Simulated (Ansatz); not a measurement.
Predict the output of the script below (the Ansatz DFT code, driven from Python).

Contents of `al2o3.vasp`:
```text
Al2O3
1.0
   4.61377700    0.00000000    0.00000000
   0.00000000    9.56327900    0.00000000
   0.00000000    0.00000000    3.11986200
Al O
4 6
Direct
   0.51702500    0.32457300    0.50000000
   0.48297500    0.67542700    0.50000000
   0.01702500    0.17542700    0.00000000
   0.98297500    0.82457300    0.00000000
   0.87636500    0.24695000    0.50000000
   0.00000000    0.00000000    0.00000000
   0.62363500    0.74695000    0.00000000
   0.37636500    0.25305000    0.00000000
   0.12363500    0.75305000    0.50000000
   0.50000000    0.50000000    0.50000000
```

`bands.py`
```python
"""Bands of Al2O3 along a path through the zone."""

import warnings

import ansatz
from ase.io import read
import numpy as np

warnings.simplefilter("ignore", ansatz.DeckWarning)

atoms = read("al2o3.vasp", format="vasp")
cell = ansatz.Crystal.from_ase(atoms)

# vertices of the path, as fractions of the reciprocal vectors
path = [
    ("G", (0.0, 0.0, 0.0)),
    ("X", (0.5, 0.0, 0.0)),
    ("S", (0.5, 0.5, 0.0)),
    ("Y", (0.0, 0.5, 0.0)),
    ("G", (0.0, 0.0, 0.0)),
]
calc = (
    cell.calculation()
    .functional("lda")
    .basis(470)  # a bare number is in eV
    .kpoints(6, 4, 8)  # sampling of the Brillouin zone
    .occupations("Fixed")
    .scf(tolerance=1e-09)
    .band_structure([point for _, point in path], intervals=10)  # levels along the path at the converged density
    .scf(extra_bands=10)
)
done = calc.run()
summary = done.report

for key in ("converged", "n_iterations", "n_electrons", "n_kpoints", "n_pw", "n_symmetry_ops", "free_energy_ev", "fermi_energy_ev"):
    print(f"{key:18s} {summary[key]}")

bands = done.band_structure()
fermi = bands.fermi_energy_ev
print(f"zero of the bands: {fermi:.3f} eV, the Fermi level found on the SCF mesh")
for spin, channel in enumerate(bands.channels):
    print("channel", spin, "- computed levels within 4 eV of the Fermi level")
    for i, (label, _) in enumerate(path):
        levels = channel.eigenvalues_ev[i * 10] - fermi
        print(f"  {label:3s}", " ".join(f"{e:7.3f}" for e in levels if abs(e) < 4))
```

`python bands.py` gives:
```text
converged          True
n_iterations       9
n_electrons        48.0
n_kpoints          60
n_pw               3195
n_symmetry_ops     8
free_energy_ev     -5397.5058334731575
fermi_energy_ev    2.4704869645834537
zero of the bands: 2.470 eV, the Fermi level found on the SCF mesh
channel 0 - computed levels within 4 eV of the Fermi level
  G    -3.665  -3.242  -3.233  -2.981  -2.966  -2.205  -1.604  -1.280  -1.054  -0.509  -0.063   0.000   3.363
  X    -3.735  -3.735  -3.659  -3.659  -3.633  -3.633  -2.977  -2.977  -2.265  -2.265  -0.886  -0.886  -0.022  -0.022
  S    -3.743  -3.743  -3.658  -3.658  -3.634  -3.634  -2.750  -2.750  -2.556  -2.556  -0.807  -0.807  -0.022  -0.022
  Y    -3.316  -3.316  -2.973  -2.973  -2.765  -2.765  -1.502  -1.502  -0.724  -0.724  -0.032  -0.032
  G    -3.665  -3.242  -3.233  -2.981  -2.966  -2.205  -1.604  -1.280  -1.054  -0.509  -0.063   0.000   3.363
```

Absolute energies stand on the zero of these potentials, so only differences at equal settings mean something. A total without «per atom» is that of the cell as typed. With fixed filling the reported Fermi level is the top filled level among the k-points of the SCF. Only differences from the Fermi energy are physical; the zero of the scale is a convention. The structure comes from a database of computed cells and needn't be a stable or known phase. Levels are Kohn-Sham eigenvalues on this mesh. Timing: 28 s on 1 thread of Arm Neoverse V1 (shared host), peak memory 0.59 GiB.
